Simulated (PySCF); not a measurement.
# One shape, several levels: SiH2OF2 (SMILES O[SiH](F)F)

We compute a comparison of 6 runs (B3LYP/6-311+G**, BLYP/6-311+G**, PBE/6-311+G**, PBE0/6-311+G**, TPSS/6-311+G**, wB97X/6-311+G**) of SiH2OF2. 

The calculation is run with PySCF 2.14.0.

1 further run of the same task is left out (set aside as unsound or not needed).

## Step 1: The molecule

SiH2OF2 has 6 atoms, charge 0, and is taken as a singlet. SMILES: `O[SiH](F)F`. Geometry: relaxed at PBE0-D4/def2-TZVP. This is one conformer, not always the lowest.

Bond lengths: O1–Si2 1.614 Å, Si2–F3 1.584 Å, Si2–F4 1.584 Å, O1–H5 0.958 Å, Si2–H6 1.463 Å. Angles: O1–Si2–F3 111.2°, O1–Si2–F4 111.2°, F3–Si2–F4 105.5°, O1–Si2–H6 108.6°, F3–Si2–H6 110.2°, F4–Si2–H6 110.2°, Si2–O1–H5 120.9°.

## Step 2: The energy at B3LYP/6-311+G(d,p) (run 1)

start.xyz reads:

```xyz
6

O      0.027700     1.137900    -0.556400
Si     0.121400    -0.236200     0.285200
F      0.731800    -1.405100    -0.592400
F     -1.315500    -0.739700     0.722100
H     -0.477400     1.183000    -1.369500
H      0.954100    -0.003800     1.464900
```

run.py reads:

```python
from pyscf import gto, dft

mol = gto.M(
    atom='start.xyz',
    basis='6-311+g**',
    verbose=4,
    spin=0,
    max_memory=1860,
)

calc0 = dft.RKS(mol, xc='b3lyp')
calc0.conv_tol = 1e-10
calc0.grids.level = 5
calc0.kernel()
if not calc0.converged:
    calc0 = calc0.newton().run(calc0.mo_coeff, calc0.mo_occ)

energy = calc0.e_tot
print('E = %.10f Eh' % energy)
```

Command:

```
$ OMP_NUM_THREADS=1 python run.py
```

The log of the run:

```text
PySCF version 2.14.0

[... 74 lines left out ...]
converged SCF energy = -565.897658024807
E = -565.8976580248 Eh
```

It took 18 s on 1 thread of Arm Neoverse V2, shared host; peak memory 0.56 GiB.

## Step 3: A single-point energy at BLYP/6-311+G(d,p) (run 2)

run.py reads:

```python
from pyscf import gto, dft

molecule = gto.M(
    atom='''
O    0.027700   1.137900  -0.556400
Si   0.121400  -0.236200   0.285200
F    0.731800  -1.405100  -0.592400
F   -1.315500  -0.739700   0.722100
H   -0.477400   1.183000  -1.369500
H    0.954100  -0.003800   1.464900
''',
    max_memory=1860,
    charge=0,
    verbose=3,
    basis='6-311+g**',
)

ks = dft.RKS(molecule)
ks.xc = 'blyp'
ks.grids.level = 5
ks.conv_tol = 1e-10
ks.kernel()
if not ks.converged:
    ks = ks.newton().run(ks.mo_coeff, ks.mo_occ)

e_tot = ks.e_tot
print(f'total energy: {e_tot:.8f} hartree')
```

Command:

```
$ OMP_NUM_THREADS=1 python run.py
```

The log of the run:

```text
converged SCF energy = -565.849358450872
total energy: -565.84935845 hartree
```

Wall time 18 s (1 thread of Arm Neoverse V2, shared host); peak memory 0.56 GiB.

Runs 3 to 5 aren't shown in full; the table further down has their settings and results.

## Step 4: The energy at wB97X/6-311+G(d,p) (run 6)

input.py reads:

```python
# O[SiH](F)F
from pyscf import gto, dft

mol = gto.M(
    atom='''
O      0.052345     2.150319    -1.051444
Si     0.229413    -0.446353     0.538950
F      1.382902    -2.655254    -1.119474
F     -2.485935    -1.397830     1.364571
H     -0.902155     2.235546    -2.587980
H      1.802988    -0.007181     2.768260
''',
    spin=0,
    basis='6-311+g**',
    max_memory=1860,
    charge=0,
    verbose=3,
    unit='bohr',
)

myscf = dft.RKS(mol)
myscf.xc = 'wb97x'
myscf.conv_tol = 1e-10
myscf.grids.level = 5
myscf.kernel()
if not myscf.converged:
    myscf = myscf.newton().run(myscf.mo_coeff, myscf.mo_occ)

etot = myscf.e_tot
print('E(%s) = %.9f' % ('WB97X', etot))
```

Command:

```
$ OMP_NUM_THREADS=1 python input.py
```

The log of the run:

```text
converged SCF energy = -565.807670473234
E(WB97X) = -565.807670473
```

Wall time 25 s (1 thread of Arm Neoverse V2, shared host); peak memory 0.56 GiB.

## Step 5: Overview of the runs

```csv
run,level,energy (Eh),dipole moment (D),HOMO energy (eV),LUMO energy (eV),wall time
1,B3LYP/6-311+G**,-565.897658,1.17,-10.20,-0.53,18 s
2,BLYP/6-311+G**,-565.849358,1.16,-8.57,-0.98,18 s
3,PBE/6-311+G**,-565.452816,1.17,-8.67,-0.92,18 s
4,PBE0/6-311+G**,-565.478603,1.19,-10.50,-0.19,18 s
5,TPSS/6-311+G**,-565.910650,1.18,-8.77,-0.73,37 s
6,wB97X/6-311+G**,-565.807670,1.18,-13.06,1.60,25 s
```

## Step 6: Outcome

```
            quantity          value
 run 6: total energy  -565.80767 Eh
run 6: dipole moment         1.18 D
  run 6: HOMO energy      -13.06 eV
  run 6: LUMO energy        1.60 eV
run 6: HOMO–LUMO gap       14.66 eV
```

**Reading.** The dipole moment (its size) runs from 1.16 D (BLYP/6-311+G**) to 1.19 D (PBE0/6-311+G**). The HOMO–LUMO gap runs from 7.59 eV (BLYP/6-311+G**) to 14.66 eV (wB97X/6-311+G**). Totals of different functionals can't be ranked against each other. All runs together took 2.2 min, the longest 37 s.
